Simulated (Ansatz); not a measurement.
# B₂H₄O₂S: small, medium and large basis sets

One table from this session's results is given with a row withheld; the runs are named, their logs left out.

The runs use Ansatz 0.2.0, Gaussian basis; one geometry, several basis sets.

Levels to be run: PBE0-D4/def2-SVP; ωB97M-V/def2-SVP; PBE0-D4/def2-QZVPP; ωB97M-V/def2-QZVPP; the functionals' def2-TZVPP values are taken from earlier runs.

### The geometry

The geometry comes from an earlier relaxation with PBE0-D4 in a triple-zeta def2 set; it is a stationary point, not always the lowest conformer.

SMILES `OB(O)BS`, 9 atoms, charge 0, spin multiplicity 1.

Atoms are counted from 1 here; the program's logs count them from 0.

Bond lengths: O1–B2 1.368 Å, O1–H6 0.959 Å, B2–O3 1.363 Å, B2–B4 1.710 Å, O3–H7 0.963 Å, B4–S5 1.762 Å, B4–H8 1.198 Å, S5–H9 1.347 Å. Angles: B2–O1–H6 112.9°, O1–B2–O3 117.1°, O1–B2–B4 124.1°, O3–B2–B4 118.8°, B2–O3–H7 112.5°, B2–B4–S5 121.2°, B2–B4–H8 124.9°, S5–B4–H8 113.9°, B4–S5–H9 98.1°.

As a file:

```mol
B2H4O2S
  3D, bonds by distance, orders not assigned

  9  8  0  0  0  0  0  0  0  0999 V2000
    0.8402    1.4660    0.8755 O   0  0
    0.3481    0.2754    0.4140 B   0  0
    0.7009   -0.8494    1.0987 O   0  0
   -0.6683    0.1233   -0.9529 B   0  0
   -1.2540   -1.4509   -1.4840 S   0  0
    0.5550    2.2158    0.3505 H   0  0
    1.2733   -0.6587    1.8495 H   0  0
   -1.0469    1.0363   -1.6303 H   0  0
   -0.6599   -2.2041   -0.5382 H   0  0
  1  2  8  0
  2  3  8  0
  2  4  8  0
  4  5  8  0
  1  6  8  0
  3  7  8  0
  4  8  8  0
  5  9  8  0
M  END
```

Set-up of the first run:

in.yaml reads:

```yaml
crystal:
  periodic: [false, false, false]
  atoms:
    - {symbol: O, position_ang: [0.840192, 1.465950, 0.875532]}
    - {symbol: B, position_ang: [0.348147, 0.275360, 0.413967]}
    - {symbol: O, position_ang: [0.700917, -0.849418, 1.098741]}
    - {symbol: B, position_ang: [-0.668250, 0.123251, -0.952865]}
    - {symbol: S, position_ang: [-1.254014, -1.450919, -1.484000]}
    - {symbol: H, position_ang: [0.555043, 2.215845, 0.350475]}
    - {symbol: H, position_ang: [1.273252, -0.658732, 1.849486]}
    - {symbol: H, position_ang: [-1.046859, 1.036321, -1.630295]}
    - {symbol: H, position_ang: [-0.659927, -2.204058, -0.538242]}
basis:
  gaussian: {orbitals: def2-SVP}
hamiltonian: {xc: pbe0, dispersion: d4}
output: {orbitals: {seedname: orbitals}}
```

Run with:

```bash
$ ansatz run in.yaml --threads 2 --pin off --events-out ev --progress --plain --max-ram 4352MiB
```

Steps of the session up to this table: PBE0-D4 in def2-SVP; ωB97M-V in def2-SVP; PBE0-D4 in def2-QZVPP; ωB97M-V in def2-QZVPP.

One table of the session follows, with a row left open; its other results are not shown here.

It belongs to the step «Density functionals: the series». 

```
functional       basis  HOMO (eV)  LUMO (eV)
   PBE0-D4    def2-SVP      -8.02      -1.63
   PBE0-D4  def2-TZVPP      -8.17      -1.84
   PBE0-D4  def2-QZVPP          ?          ?
   ωB97M-V    def2-SVP     -10.20       0.47
   ωB97M-V  def2-TZVPP     -10.39       0.17
   ωB97M-V  def2-QZVPP     -10.42       0.10
```

**Question.** Estimate the row for PBE0-D4, def2-QZVPP.

The run gave: HOMO (eV): -8.20; LUMO (eV): -1.89. In the column «HOMO (eV)» it lies between ωB97M-V, def2-SVP (-10.20) and PBE0-D4, def2-TZVPP (-8.17).
